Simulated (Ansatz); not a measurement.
**CH₃GaS: taking an electron away**

The task here is to estimate one member of a computed series from the others.

Program: Ansatz 0.2.0, Gaussian basis. Level of theory: unrestricted cation, the program's frozen cores in correlated methods. These are calculated values, not measurements.

Plan: UKS PBE-D4/def2-TZVPP; UKS r2SCAN-D4/def2-TZVPP; UKS PBE0-D4/def2-TZVPP; UKS B3LYP-D4/def2-TZVPP; UKS wB97X-V/def2-TZVPP; UKS wB97M-V/def2-TZVPP; UKS B2PLYP/def2-TZVPP; UHF-CCSD(T)/def2-TZVPP; UHF-MP2/def2-QZVPP; extrapolation to the limit; then −ε(HOMO) from the neutral's earlier runs with LDA (SPW92), PBE-D4, revPBE-D4, BLYP-D4, r2SCAN-D4, B97M-V, PBE0-D4, B3LYP-D4, r2SCANh-D4, r2SCAN0-D4, HSE06-D4, BHLYP-D4, CAM-B3LYP-D4, LC-ωPBE, ωB97X-V, ωB97M-V.

## The relaxed structure

All runs share one geometry, relaxed beforehand with PBE0-D4 in a triple-zeta def2 set.

SMILES `[CH2]1[S][GaH]1`, 6 atoms, charge 0, spin multiplicity 1.

Atoms are counted from 1 here; the program's logs count them from 0.

Bond lengths: C1–S2 1.885 Å, C1–Ga3 1.931 Å, C1–H4 1.086 Å, C1–H5 1.086 Å, S2–Ga3 2.164 Å, Ga3–H6 1.530 Å. Angles: S2–C1–Ga3 69.1°, S2–C1–H4 113.0°, S2–C1–H5 113.0°, Ga3–C1–H4 120.4°, Ga3–C1–H5 120.4°, H4–C1–H5 112.7°, C1–S2–Ga3 56.5°, C1–Ga3–S2 54.5°, C1–Ga3–H6 162.5°, S2–Ga3–H6 143.1°.

The first run:

Input file in.yaml:

```yaml
crystal:
  periodic: [false, false, false]
  atoms:
    - {symbol: C, position_ang: [-0.383225, -0.010140, -0.732548]}
    - {symbol: S, position_ang: [0.604390, -1.507940, -0.153952]}
    - {symbol: Ga, position_ang: [0.393566, 0.306628, 1.006796]}
    - {symbol: H, position_ang: [-1.444860, -0.214627, -0.832010]}
    - {symbol: H, position_ang: [0.037106, 0.459486, -1.616600]}
    - {symbol: H, position_ang: [0.793023, 0.966593, 2.328315]}
basis:
  gaussian: {orbitals: def2-TZVPP}
total_charge: 1
magnetization: {spin_polarized: true, initial_magnetization: 1}
hamiltonian: {xc: pbe, dispersion: d4}
```

On the command line:

```sh
ansatz run in.yaml --threads 2 --pin off --events-out ev --progress --plain --max-ram 4352MiB
```

Steps of the session up to this table: Cation, UKS PBE-D4/def2-TZVPP; Cation, UKS r2SCAN-D4/def2-TZVPP; Cation, UKS PBE0-D4/def2-TZVPP; Cation, UKS B3LYP-D4/def2-TZVPP; Cation, UKS wB97X-V/def2-TZVPP; Cation, UKS wB97M-V/def2-TZVPP; Cation, UKS B2PLYP (frozen core)/def2-TZVPP; Cation, UHF-CCSD(T)/def2-TZVPP; Cation, UHF-MP2/def2-QZVPP.

One table of the session follows, with a row left open; its other results are not shown here.

Orbital estimates, from the neutral's runs:

```
  functional  −ε(HOMO) (eV)
 LDA (SPW92)           5.85
      PBE-D4           5.68
   revPBE-D4              ?
     BLYP-D4           5.52
   r2SCAN-D4           5.90
      B97M-V           5.89
     PBE0-D4           6.73
    B3LYP-D4           6.52
  r2SCANh-D4           6.29
  r2SCAN0-D4           6.87
    HSE06-D4           6.33
    BHLYP-D4           7.64
CAM-B3LYP-D4           7.97
     LC-ωPBE           9.27
     ωB97X-V           8.93
     ωB97M-V           8.80
```

**Question.** Estimate the row for revPBE-D4.

**Answer.** −ε(HOMO) (eV): 5.62. In the column «−ε(HOMO) (eV)» it lies between BLYP-D4 (5.52) and PBE-D4 (5.68).

To keep in mind: The cation may have settled in a state other than its lowest; no search over hole states beyond the program's own was made.
